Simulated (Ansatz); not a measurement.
The system is NaLaMnMoO6.

```
Na La Mn Mo O
1.0
     5.10934   -0.00669    0.01056
    -0.23945    5.68925    0.00703
    -0.92899   -2.82542    5.11884
Na La Mn Mo O
1 1 1 1 6
Cartesian
  1.9223 1.9516 0.3919
  -0.6075 1.8350 3.5165
  1.8742 -0.9083 2.0852
  4.0976 4.6175 1.5746
  2.6717 1.1441 5.1017
  2.9598 3.6581 2.8448
  3.1703 0.4987 1.9182
  0.4613 3.2483 1.8839
  0.7994 -0.1395 0.5996
  0.3708 -0.2245 3.2390
```

The cell was built by a generator and needn't be a form met in nature.

Base run:

```yaml
Program: Ansatz 0.2.0
Functional: PBE
Potentials_or_basis: all-electron LAPW, scalar-relativistic
Cutoff: 461 eV
Density_cutoff: 1843 eV
Basis_error_allowed: 0.002 eV/atom
k_mesh: 4 × 4 × 4
Occupations: fermi-dirac, width 0.05 eV
Spin: collinear spin, ferromagnetic start
Starting_moments: "[0.0, 0.0, 4.0, 1.0, 0.0, 0.0, 0.0, 0.0, 0.0, 0.0] μB"
```

Its results: band gap on the k mesh 0.87 eV, indirect (least direct gap 1.13 eV); pressure 0.0 GPa; net moment 3.00 μB per cell; site moments Na +0.00; La +0.01; Mn +2.91; Mo -0.22; O +0.02, +0.00, +0.01, +0.07 μB; largest force 0.011 eV/Å.

Question: The run is repeated on the same cell with these changes: functional from PBE to revPBE. What comes out?

Answer: Band gap on the k mesh 0.88 eV, indirect (least direct gap 1.14 eV); pressure 2.5 GPa; net moment 3.00 μB per cell; site moments Na +0.00; La +0.01; Mn +2.94; Mo -0.24; O +0.02, +0.00, -0.00, +0.01, +0.07 μB; largest force 0.140 eV/Å.

revPBE binds less tightly than PBE, so the same cell stands under more pressure.

Caveats: spin-orbit coupling is left out, which moves the levels of the heavy elements; a cell with one magnetic atom can't hold antiferromagnetic order, which such compounds often take.

A k mesh can miss the band edges.

Not every run made on this cell is shown here.
